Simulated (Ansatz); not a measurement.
# TiGe4Mo: the cost of one run

Computed with Ansatz 0.2.0 (DFT PBE, scalar-relativistic, plane waves, PAW, unless a step names another level, unless a step's input says otherwise).

1 further run of the same task is left out (set aside as unsound or not needed). Runs told in other sessions of the task aren't counted.

**1. Starting point**

The structure is orthorhombic, space group Cmmm (No. 65). The conventional cell has a = 4.755 Å, b = 8.412 Å, c = 4.729 Å, α = 90.00°, β = 90.00°, γ = 90.00°. Around Ti (site symmetry mmm) lie 10 Ge at 2.73 to 2.82 Å. Ge (site symmetry m2m) has 5 Ge at 2.71 to 2.81 Å and 2 Ti at 2.73 Å and 3 Mo at 2.74 to 2.85 Å in its first shell of neighbours. Around Ge (site symmetry m2m) lie 2 Mo at 2.74 Å and 3 Ti at 2.75 to 2.82 Å and 5 Ge at 2.76 to 2.78 Å. Around Mo (site symmetry mmm) lie 10 Ge at 2.74 to 2.85 Å.

Coordinates:

```
Ti Ge Mo
1.0
     2.37773   -4.20605    0.00000
     2.37773    4.20605    0.00000
     0.00000    0.00000    4.72918
Ti Ge Mo
1 4 1
Direct
  0.50000 0.50000 0.50000
  0.66105 0.33895 0.00000
  0.16432 0.83568 0.50000
  0.33895 0.66105 0.00000
  0.83568 0.16432 0.50000
  0.00000 0.00000 0.00000
```

It is the end of an earlier relaxation with the same method, from a generated guess; it needn't be the stable form of this composition. At a tolerance of 0.05 Å it has space group Cmmm (No. 65); it has 15.77 Å³/atom, an uncorrected energy of -0.22 eV/atom over the elements.

**2. Static run: bands, density of states and charges**

input.yaml reads:

```yaml
crystal:
  lattice:
    - [2.3777254323, -4.2060531389, 0.0]
    - [2.3777254323, 4.2060531389, 0.0]
    - [0.0, 0.0, 4.7291829963]
  atoms:
    - { symbol: Ti, position: [0.5, 0.5, 0.5] }
    - { symbol: Ge, position: [0.6610498605, 0.3389501395, 0.0] }
    - { symbol: Ge, position: [0.1643167884, 0.8356832116, 0.5] }
    - { symbol: Ge, position: [0.3389501395, 0.6610498605, 0.0] }
    - { symbol: Ge, position: [0.8356832116, 0.1643167884, 0.5] }
    - { symbol: Mo, position: [0.0, 0.0, 0.0] }
basis:
  ecutwfc: 420
kpoints:
  mp_grid: { grid: [10, 10, 8] }
  band_path:
    path:
      - [[0.0, 0.0, 0.0], [-0.5, 0.5, 0.0], [-0.32989395, 0.67010605, 0.0]]
      - [[0.32989395, 0.32989395, 0.0], [0.0, 0.0, 0.0], [0.0, 0.0, 0.5], [0.32989395, 0.32989395, 0.5]]
      - [[-0.32989395, 0.67010605, 0.5], [-0.5, 0.5, 0.5], [-0.5, 0.5, 0.0]]
      - [[0.0, 0.0, 0.0], [0.0, 0.5, 0.0], [0.0, 0.5, 0.5], [0.0, 0.0, 0.5], [-0.5, 0.5, 0.5]]
    npoints: 14
hamiltonian:
  xc: pbe
scf:
  occupations: { method: gaussian, width: 0.1 }
  n_extra_bands: 15
output:
  forces: true
  stress: true
  eigenvalues: true
  populations: true
  dos: { projected: true, de: 0.02, nscf_kmesh: { grid: [12, 12, 10] } }
  bader: true
  write_density: true
  write_potential: true
  elf: true
  volumetric_format: npy
```

Launch:

```sh
$ ansatz run input.yaml --threads 1 --pin off --max-ram 2560MiB --backend cpu --events-out ev --progress --plain --runs-dir out
```

**Question.** How long does this run take on 1 thread of AMD EPYC (Zen 3), shared host, and how much memory does it need?

About 4.6 min, with a peak of 1.1 GiB.
